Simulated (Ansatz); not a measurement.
This script for the Python package of Ansatz (0.2.0) starts 2 runs on Si, space group Imma. What input does the engine get in each?

`run_paw_lapw.py`
```python
# -*- coding: utf-8 -*-
"""PAW against all-electron LAPW for Si."""

import ansatz as az
import numpy as np
import pandas as pd

OCCUPATIONS = "fermi_dirac"
XC = "lda"
MESH = (15, 15, 15)


def count_gap(report):
    # lowest empty less highest filled band, counting bands; zero where they overlap
    return max(report.get("gap_by_band_count_ev") or 0.0, 0.0)


def main():
    lattice = az.Lattice.of(
        (-2.251, 2.3685, 1.275),
        (2.251, -2.3685, 1.275),
        (2.251, 2.3685, -1.275),
    )
    sites = [
        ("Si", (0.807, 0.057, 0.75)),
        ("Si", (0.193, 0.943, 0.25)),
    ]
    system = az.Crystal(lattice=lattice)
    for symbol, position in sites:
        system = system.atom(symbol, position)

    base = (
        system.calculation()
        .occupations(OCCUPATIONS)  # fractional filling near the Fermi level
        .functional(XC)
        .kpoints(*MESH)  # sampling of the Brillouin zone
        .stress()  # GPa
        .forces()  # eV per angstrom
        .band_table()  # levels at the mesh points
    )
    variants = {
        "PAW": base.pseudopotentials("paw"),
        "LAPW": base.pseudopotentials("all_electron", lapw=True),
    }
    # totals differ by the cores that each treatment holds, so compare what does not depend on them
    rows = []
    for label, variant in variants.items():
        summary = variant.run(threads=1).report
        levels = np.array(summary["eigenvalues_ev"][0]) - summary["fermi_energy_ev"]
        print(label, "levels at the first k-point near E_F:", np.round(levels[np.abs(levels) < 5], 3))
        rows.append((label, summary["n_electrons"], np.trace(summary["stress_gpa"]) / 3, count_gap(summary)))
    print(pd.DataFrame(rows, columns=["treatment", "electrons in bands", "P GPa", "gap by band count eV"]).round(4).to_string(index=False))


if __name__ == "__main__":
    main()
```

Run 1:
```yaml
crystal:
  lattice:
    - [-2.251, 2.3685, 1.275]
    - [2.251, -2.3685, 1.275]
    - [2.251, 2.3685, -1.275]
  atoms:
    - { symbol: Si, position: [0.807, 0.057, 0.75] }
    - { symbol: Si, position: [0.193, 0.943, 0.25] }
kpoints:
  mp_grid:
    grid: [15, 15, 15]
hamiltonian:
  xc: lda
  pseudopotentials:
    kind: paw
scf:
  occupations:
    method: fermi_dirac
output:
  forces: true
  stress: true
  eigenvalues: true
```

Run 2, against run 1:
```diff
-    kind: paw
+    kind: all_electron
+    lapw: {}
```

```console
$ python run_paw_lapw.py
DeckWarning: basis.ecutwfc = 420 eV, auto-derived from the records' recommended cutoffs: set by Si (normal level)
PAW levels at the first k-point near E_F: [-2.951 -2.465 -1.703  1.137]
LAPW levels at the first k-point near E_F: [-2.952 -2.467 -1.704  1.143]
treatment  electrons in bands   P GPa  gap by band count eV
      PAW                 8.0 10.8324                   0.0
     LAPW                24.0 10.7933                   0.0
```
(Warnings from the package without file and line.)

PAW gives 10.832 GPa and LAPW 10.793 GPa, 0.039 GPa apart. They took 5.8 and 37.4 s of processor time.

Notes:
- The computed bands are complete only to about 2.9 eV above the Fermi level.
- A gap by band count of zero or less means overlapping bands, a metal.
- At these settings the cell as given stands under about 11 GPa, so it isn't at this functional's equilibrium volume.
- This isn't the structure that Si takes at ambient conditions.
- Levels are Kohn-Sham eigenvalues on this mesh.
- Pressure is positive in compression; the treatments may keep other shells as core, so totals and counts of electrons can differ.
- Run time: 44 s on 1 thread of Intel(R) Xeon(R) Processor @ 2.30GHz, with other jobs on the host, peak memory 1 GiB.
